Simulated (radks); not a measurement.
# Ionisation energy and size from Li to Ne

An exercise on one series of results from a longer session: the logs are not shown, and one member is left open.

Program: radks (a radial shooting solver on a logarithmic mesh, Libxc functionals) version 1. Level of theory: non-relativistic Kohn-Sham, BLYP, spin-polarised, spherical densities, point nucleus; open shells are filled with parallel spins first. These are calculated values, not measurements, unless marked.

### What is computed

```
species : Li, Be, B, C, N, O, F, Ne
runs    : 16, each species and its next ion
```

The first run:

Input:

```text
Z 3
configuration [He] 2s1
relativity non-relativistic
functional b88,lyp
spin polarised
nucleus point
```

Launch:

```
python run_ks.py task.json out
```

All runs below come from this command, one after another.

Among the steps run: Li, [He] 2s1; Li⁺, [He]; Be, [He] 2s2; Be⁺, [He] 2s1; B, [He] 2s2 2p1; B⁺, [He] 2s2; C, [He] 2s2 2p2; C⁺, [He] 2s2 2p1; N, [He] 2s2 2p3; N⁺, [He] 2s2 2p2; O, [He] 2s2 2p4; O⁺, [He] 2s2 2p3; F, [He] 2s2 2p5; F⁺, [He] 2s2 2p4; Ne, [Ne]; Ne⁺, [He] 2s2 2p5.

One of the session's tables, all rows but one given; the rest of the session is left out.

```
species  Δ-SCF (eV)  −ε(HOMO) (eV)  its <r> (bohr)
     Li       5.530          3.030            3.77
     Be           ?              ?               ?
      B       8.412          3.882            2.25
      C      11.559          5.922            1.74
      N      14.735          8.082            1.43
      O      13.823          7.238            1.34
      F      17.862         10.241            1.13
     Ne      21.999         13.370           0.983
```

Q: Estimate the row for Be from the others.

As computed: Δ-SCF (eV): 8.978; −ε(HOMO) (eV): 5.467; its <r> (bohr): 2.61. In the column «Δ-SCF (eV)» it lies between B (8.412) and C (11.559).

Open shells are spherical and high-spin; term and fine-structure splittings are not resolved.
